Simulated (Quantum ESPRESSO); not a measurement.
## HgS3: zone-centre phonons under several settings

```
Hg S
1.0
     0.00000    3.32568    3.32568
     3.32568    0.00000    3.32568
     3.32568    3.32568    0.00000
Hg S
1 3
Direct
  0.00000 0.00000 0.00000
  0.75000 0.75000 0.75000
  0.50000 0.50000 0.50000
  0.25000 0.25000 0.25000
```

The cell was built by a generator and needn't be a form met in nature.

All runs used Quantum ESPRESSO 7.5; potentials GBRV 1.5 PBE; k mesh 2 × 2 × 2, shifted; relaxed cell; no spin polarisation; cutoff 612 eV; occupations fermi-dirac, width 0.05 eV.

```csv
level,volume (Å³/atom),lowest optical mode without the field (cm⁻¹),highest optical mode without the field (cm⁻¹)
PBE,18.75,361i,111
PBE+D2,18.52,366i,110
PBE+D3(BJ),17.90,369i,126
rPW86PBE+rVV10,19.72,338i,108
rev-vdW-DF2,?,?,?
```

Problem. What stands in the row left open?

Solution. Volume 18.50 Å³/atom; lowest optical mode without the field 352i cm⁻¹; highest optical mode without the field 121 cm⁻¹.

Values marked i are imaginary: the cell is unstable against those modes at that level, or the meshes are too thin.

Caveats: all runs use coarse meshes; the mesh is thin for the phonons of a metal; some modes are imaginary; pairwise dispersion overbinds metals, which lowers pressure and volume (some runs); the potentials were made for another functional, which shifts forces and pressure (some runs).

For the row left open. Caveat: the k mesh is coarse (spacing up to 0.82 Å⁻¹), so the values aren't converged; the mesh is thin for the phonons of a metal; the potentials were made for another functional, which shifts forces and pressure; some modes are imaginary.
